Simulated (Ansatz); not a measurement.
# In7As7 zinc blende off sphere (In7As7H20): geometry, orbitals and charge

What does In7As7 zinc blende off sphere (In7As7H20) look like as a singlet, and where do its frontier electrons sit?

The runs use Ansatz 0.2.0, Gaussian basis; RKS PBE0-D4/def2-SVP.

Plan: relaxation at PBE-D4/def2-SVP; a single point at PBE0-D4/def2-SVP.

### Step 1. Where the work starts

34 atoms, charge 0, spin multiplicity 1.

Atoms are counted from 1 here; the program's logs count them from 0.

Bond lengths: In1–As9 2.628 Å, In1–As10 3.067 Å, In1–H15 1.838 Å, In1–H16 1.765 Å, In2–As11 2.729 Å, In2–As12 2.607 Å, In2–H17 1.819 Å, In3–As9 2.656 Å, In3–As11 2.843 Å, In3–As13 2.749 Å, In3–H18 1.768 Å, In4–As8 2.656 Å, In4–As14 2.701 Å, In4–H19 1.841 Å, In5–As10 2.589 Å, In5–As14 3.063 Å, In5–H20 1.774 Å, In5–H21 1.841 Å and more. Angles: As9–In1–As10 100.4°, As9–In1–H15 118.0°, As9–In1–H16 130.8°, As10–In1–H15 82.2°, As10–In1–H16 94.8°, H15–In1–H16 110.3°, As11–In2–As12 123.6°, As11–In2–H17 103.0°, As12–In2–H17 132.9°, As9–In3–As11 116.3°, As9–In3–As13 114.8°, As9–In3–H18 111.1°, As11–In3–As13 101.2°, As11–In3–H18 91.0°, As13–In3–H18 119.8°, As8–In4–As14 136.8°, As8–In4–H19 109.6°, As14–In4–H19 111.9° and more.

Geometry (Å):

```mol
As7H20In7
  3D, bonds by distance, orders not assigned

 34 35  0  0  0  0  0  0  0  0999 V2000
    0.9403   -4.1234   -0.0356 In  0  0
   -2.0205    3.3539   -2.5806 In  0  0
    0.2855   -1.3881   -1.9479 In  0  0
   -3.0248   -0.2702    1.0232 In  0  0
    1.7407   -0.7180    4.0087 In  0  0
    0.7025    0.5751    0.9102 In  0  0
    4.1418   -0.9658    1.5764 In  0  0
   -3.9984    1.2576   -0.9186 As  0  0
   -1.2928   -2.7662   -0.3157 As  0  0
    2.2122   -2.6171    2.3141 As  0  0
   -0.8375    0.9517   -3.1095 As  0  0
   -1.2394    4.9606   -0.6826 As  0  0
    2.5496   -0.3649   -0.7720 As  0  0
   -1.0227   -0.1192    2.8300 As  0  0
    2.4363   -3.5124   -0.9121 H   0  0
    1.2385   -5.7280    0.6374 H   0  0
   -3.1919    3.5445   -3.9596 H   0  0
    0.3912   -2.1615   -3.5338 H   0  0
   -4.2569   -1.5638    1.4691 H   0  0
    1.2772   -0.9780    5.7014 H   0  0
    1.9529    1.0713    3.6291 H   0  0
   -0.1008    2.1733    0.1459 H   0  0
    5.6959   -1.5449    0.9299 H   0  0
    4.2873    0.6539    2.2890 H   0  0
   -4.9490    0.1334   -1.3004 H   0  0
   -5.0575    1.7639    0.0390 H   0  0
   -1.6675   -3.6897   -1.4974 H   0  0
    3.0894   -3.4137    3.2658 H   0  0
   -0.9944    0.7954   -4.6060 H   0  0
    0.5196    1.5587   -3.3714 H   0  0
    0.1470    4.6242   -1.1721 H   0  0
   -1.2474    6.0744   -1.7185 H   0  0
    2.5359    1.0536   -1.3831 H   0  0
   -1.2418    1.3794    3.0477 H   0  0
  1  9  8  0
  1 10  8  0
  1 15  8  0
  1 16  8  0
  2 11  8  0
  2 12  8  0
  2 17  8  0
  3  9  8  0
  3 11  8  0
  3 13  8  0
  3 18  8  0
  4  8  8  0
  4 14  8  0
  4 19  8  0
  5 10  8  0
  5 14  8  0
  5 20  8  0
  5 21  8  0
  6 13  8  0
  6 14  8  0
  6 22  8  0
  7 10  8  0
  7 13  8  0
  7 23  8  0
  7 24  8  0
  8 25  8  0
  8 26  8  0
  9 27  8  0
 10 28  8  0
 11 29  8  0
 11 30  8  0
 12 31  8  0
 12 32  8  0
 13 33  8  0
 14 34  8  0
M  END
```

In takes a core potential in the def2 sets. No spin-orbit coupling is included.

The start is a GFN2-xTB geometry.

### Step 2. Optimising with PBE-D4/def2-SVP

The input, in.yaml:

```yaml
crystal:
  periodic: [false, false, false]
  atoms:
    - {symbol: In, position_ang: [0.940320, -4.123410, -0.035630]}
    - {symbol: In, position_ang: [-2.020500, 3.353890, -2.580650]}
    - {symbol: In, position_ang: [0.285480, -1.388150, -1.947880]}
    - {symbol: In, position_ang: [-3.024830, -0.270240, 1.023200]}
    - {symbol: In, position_ang: [1.740700, -0.718010, 4.008710]}
    - {symbol: In, position_ang: [0.702490, 0.575100, 0.910200]}
    - {symbol: In, position_ang: [4.141750, -0.965810, 1.576360]}
    - {symbol: As, position_ang: [-3.998410, 1.257600, -0.918640]}
    - {symbol: As, position_ang: [-1.292820, -2.766200, -0.315730]}
    - {symbol: As, position_ang: [2.212230, -2.617130, 2.314130]}
    - {symbol: As, position_ang: [-0.837530, 0.951690, -3.109520]}
    - {symbol: As, position_ang: [-1.239450, 4.960620, -0.682640]}
    - {symbol: As, position_ang: [2.549570, -0.364890, -0.772000]}
    - {symbol: As, position_ang: [-1.022700, -0.119170, 2.830050]}
    - {symbol: H, position_ang: [2.436270, -3.512420, -0.912050]}
    - {symbol: H, position_ang: [1.238460, -5.728050, 0.637430]}
    - {symbol: H, position_ang: [-3.191940, 3.544530, -3.959550]}
    - {symbol: H, position_ang: [0.391190, -2.161490, -3.533830]}
    - {symbol: H, position_ang: [-4.256880, -1.563820, 1.469060]}
    - {symbol: H, position_ang: [1.277150, -0.977990, 5.701380]}
    - {symbol: H, position_ang: [1.952880, 1.071250, 3.629100]}
    - {symbol: H, position_ang: [-0.100850, 2.173320, 0.145920]}
    - {symbol: H, position_ang: [5.695870, -1.544890, 0.929940]}
    - {symbol: H, position_ang: [4.287300, 0.653850, 2.288970]}
    - {symbol: H, position_ang: [-4.949040, 0.133430, -1.300410]}
    - {symbol: H, position_ang: [-5.057550, 1.763950, 0.039030]}
    - {symbol: H, position_ang: [-1.667530, -3.689700, -1.497420]}
    - {symbol: H, position_ang: [3.089400, -3.413710, 3.265800]}
    - {symbol: H, position_ang: [-0.994430, 0.795430, -4.606020]}
    - {symbol: H, position_ang: [0.519640, 1.558740, -3.371400]}
    - {symbol: H, position_ang: [0.147020, 4.624240, -1.172120]}
    - {symbol: H, position_ang: [-1.247390, 6.074430, -1.718480]}
    - {symbol: H, position_ang: [2.535940, 1.053590, -1.383070]}
    - {symbol: H, position_ang: [-1.241810, 1.379430, 3.047740]}
basis:
  gaussian: {orbitals: def2-SVP, fitting: {mean_field: def2-universal-jkfit}}
hamiltonian: {xc: pbe, dispersion: d4}
scf: {lower_state_search: "off"}
output: {orbitals: {seedname: orbitals}}
relax: {f_tol: 0.03, max_steps: 70}
```

On the command line:

```console
$ ansatz run in.yaml --threads 2 --pin off --events-out ev --progress --plain --max-ram 32768MiB --backend cuda --devices 0, --max-vram 18GiB
```

Further steps of the session: Single point, PBE0-D4/def2-SVP.

Before running them: what should the planned runs give, taken together? Wanted: point group; commonest bond, hydrogen aside; HOMO, LUMO at PBE0-D4/def2-SVP; dipole at PBE-D4/def2-SVP.

The runs gave:

| quantity | value |
| --- | --- |
| point group | C1 |
| commonest bond, hydrogen aside | As–In, 17 of mean length 2.693 Å |
| HOMO, LUMO at PBE0-D4/def2-SVP | -6.71, -1.62 eV |
| dipole at PBE-D4/def2-SVP | 4.70 D |

In words: The relaxation broke 0 and made 3 bonds, so the end is another structure than the start. No usable vibrations, so a minimum isn't proven. The HOMO lies nearest to As14 29 %; As10 15 % and the LUMO to In3 14 %; H18, H21 about 6 % each. Whether this spin is the lowest isn't tested here. The point group is read from a loosely relaxed geometry; soft torsions can leave it below the true symmetry.
